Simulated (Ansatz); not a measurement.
# In4SbAs3: the cell at several levels of theory

How does the equilibrium cell of an ordered 8-atom cell of In4SbAs3 on the wurtzite lattice (P3m1) depend on the functional? It is relaxed with PBE and r2SCAN. This is a trial cell built on a prototype, not taken from a measured structure, and it needn't be the compound's ground state.

Program: Ansatz 0.2.0. PAW datasets, plane waves, zero pressure. Spin-unpolarised throughout. Whether this structure exists isn't addressed.

## Step 1: The structure to begin with

Space group P3m1 (No. 156), trigonal; a = 4.290 Å, c = 14.010 Å in the conventional setting, 27.91 Å³ an atom. As has 4 In at 2.63 Å; Sb has 4 In at 2.63 Å; In has 4 As at 2.63 Å.

As a file:

```xyz
8
Lattice="4.2898 0.0000 0.0000 -2.1449 3.7150 0.0000 0.0000 0.0000 14.0103" Properties=species:S:1:pos:R:3 pbc="T T T"
As    2.1449    1.2383    0.0000
As    2.1449    1.2383    7.0052
As    0.0000    2.4767   10.5077
Sb    0.0000    2.4767    3.5026
In    2.1449    1.2383   11.3834
In    2.1449    1.2383    4.3782
In    0.0000    2.4767    7.8808
In    0.0000    2.4767    0.8756
```

## Step 2: PBE: cell and atoms

Input file input.yaml:

```yaml
crystal:
  lattice:
    - [4.2897505617, 0.0, 0.0]
    - [-2.1448752809, 3.7150329623, 0.0]
    - [0.0, 0.0, 14.0103253345]
  atoms:
    - { symbol: As, position: [0.6666666667, 0.3333333333, 0.0] }
    - { symbol: As, position: [0.6666666667, 0.3333333333, 0.5] }
    - { symbol: As, position: [0.3333333333, 0.6666666667, 0.75] }
    - { symbol: Sb, position: [0.3333333333, 0.6666666667, 0.25] }
    - { symbol: In, position: [0.6666666667, 0.3333333333, 0.8125] }
    - { symbol: In, position: [0.6666666667, 0.3333333333, 0.3125] }
    - { symbol: In, position: [0.3333333333, 0.6666666667, 0.5625] }
    - { symbol: In, position: [0.3333333333, 0.6666666667, 0.0625] }
kpoints:
  mp_grid: { grid: [6, 6, 2] }
hamiltonian:
  xc: pbe
scf:
  occupations: { method: fermi_dirac, width: 0.02 }
relax:
  f_tol: 0.005
  cell: {}
```

The run is started by

```sh
> ansatz run input.yaml --threads 4 --pin off --max-ram 6451MiB --backend cpu --events-out ev --progress --plain --runs-dir out
```

Further steps of the session: r2SCAN: cell and atoms.

Before running it: what results should come out? Wanted: for each run, a; c; volume; space group; SCF geometries.

The runs gave:

```
 level  a (Å)   c (Å)  volume (Å³/atom)  space group  SCF geometries
   PBE  4.447  14.617            31.293         P3m1               7
r2SCAN  4.390  14.456            30.159         P3m1               6
```

The first relaxation changed the volume by +12.1 % from the start. r2SCAN gives the smallest cell and PBE the largest; they differ by 3.8 % in volume, a mean of 1.2 % in length.
